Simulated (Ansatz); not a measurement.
# CH6BNO: the cost of one run

All numbers below are computed with Ansatz 0.2.0 (RKS PBE0-D4/6-31G).

## 1. The starting structure

Bond lengths: B1–C2 1.600 Å, C2–H3 1.110 Å, C2–H4 1.110 Å, C2–H5 1.110 Å, B1–O6 1.410 Å, O6–H7 1.010 Å, B1–N8 1.550 Å, N8–H9 1.060 Å, N8–H10 1.060 Å. Angles: B1–C2–H3 109.5°, B1–C2–H4 109.5°, B1–C2–H5 109.5°, H3–C2–H4 109.4°, H3–C2–H5 109.4°, H4–C2–H5 109.4°, C2–B1–O6 120.0°, C2–B1–N8 120.0°, O6–B1–N8 120.0°, B1–O6–H7 109.5°, B1–N8–H9 120.0°, B1–N8–H10 120.0°, H9–N8–H10 120.0°.

Coordinates:

```xyz
10

B     0.0000    0.0000    0.0000
C     0.0000    0.0000    1.6000
H    -0.9996   -0.3092    1.9705
H     0.7676   -0.7111    1.9705
H     0.2320    1.0203    1.9705
O     1.2211    0.0000   -0.7050
H     1.5209   -0.9519   -0.8599
N    -1.3423    0.0000   -0.7750
H    -2.0112   -0.8164   -0.6764
H    -1.5914    0.8164   -1.4036
```

## 2. Preparing the start

Input file input.yaml:

```yaml
crystal:
  periodic: [false, false, false]
  atoms:
    - { symbol: B, position_ang: [0.0, 0.0, 0.0] }
    - { symbol: C, position_ang: [0.0, 0.0, 1.6] }
    - { symbol: H, position_ang: [-0.9996, -0.3092, 1.9705] }
    - { symbol: H, position_ang: [0.7676, -0.7111, 1.9705] }
    - { symbol: H, position_ang: [0.232, 1.0203, 1.9705] }
    - { symbol: O, position_ang: [1.2211, 0.0, -0.705] }
    - { symbol: H, position_ang: [1.5209, -0.9519, -0.8599] }
    - { symbol: "N", position_ang: [-1.3423, 0.0, -0.775] }
    - { symbol: H, position_ang: [-2.0112, -0.8164, -0.6764] }
    - { symbol: H, position_ang: [-1.5914, 0.8164, -1.4036] }
basis:
  gaussian: { orbitals: "6-31G" }
hamiltonian:
  xc: pbe0
  dispersion: d4
relax:
  f_tol: 0.02
  max_steps: 40
output:
  orbitals: {}
```

The run is started by

```sh
ansatz run input.yaml --threads 1 --pin off --max-ram 2048MiB --backend cpu --events-out ev --progress --plain --runs-dir out
```

Q: Estimate wall time and peak memory on 1 thread of AMD EPYC 7B13 (Zen 3), shared host.

About 40 s, with a peak of 0.16 GiB.
